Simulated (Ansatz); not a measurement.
# F2H3NSi: the cost of one run

Program: Ansatz 0.2.0. Level of theory: RKS LDA/6-31G*. These are calculated values, not measurements.

### Step 1. The system as given

Bond lengths: Si1–N2 1.820 Å, N2–H3 1.060 Å, N2–H4 1.060 Å, Si1–F5 1.590 Å, Si1–F6 1.589 Å, Si1–H7 1.459 Å. Angles: Si1–N2–H3 120.0°, Si1–N2–H4 120.0°, H3–N2–H4 120.0°, N2–Si1–F5 109.5°, N2–Si1–F6 109.5°, N2–Si1–H7 109.5°, F5–Si1–F6 109.5°, F5–Si1–H7 109.5°, F6–Si1–H7 109.5°.

As a file:

```xyz
7

Si    0.0000    0.0000    0.0000
N     0.0000    0.0000    1.8200
H    -0.8770   -0.2713    2.3500
H     0.8770    0.2713    2.3500
F     1.4994    0.0000   -0.5295
F    -0.7489    1.2974   -0.5295
H    -0.6877   -1.1914   -0.4862
```

### Step 2. Preparing the start

Contents of input.yaml:

```yaml
crystal:
  periodic: [false, false, false]
  atoms:
    - { symbol: Si, position_ang: [0.0, 0.0, 0.0] }
    - { symbol: "N", position_ang: [0.0, 0.0, 1.82] }
    - { symbol: H, position_ang: [-0.877, -0.2713, 2.35] }
    - { symbol: H, position_ang: [0.877, 0.2713, 2.35] }
    - { symbol: F, position_ang: [1.4994, 0.0, -0.5295] }
    - { symbol: F, position_ang: [-0.7489, 1.2974, -0.5295] }
    - { symbol: H, position_ang: [-0.6877, -1.1914, -0.4862] }
basis:
  gaussian: { orbitals: "6-31G*" }
hamiltonian:
  xc: lda
relax:
  f_tol: 0.02
  max_steps: 40
output:
  orbitals: {}
```

The run is started by

```
> ansatz run input.yaml --threads 1 --pin off --max-ram 2048MiB --backend cpu --events-out ev --progress --plain --runs-dir out
```

Q: Estimate wall time and peak memory on 1 thread of Intel Xeon Platinum 8488C (Sapphire Rapids), shared host.

About 11 s, with a peak of 0.15 GiB.
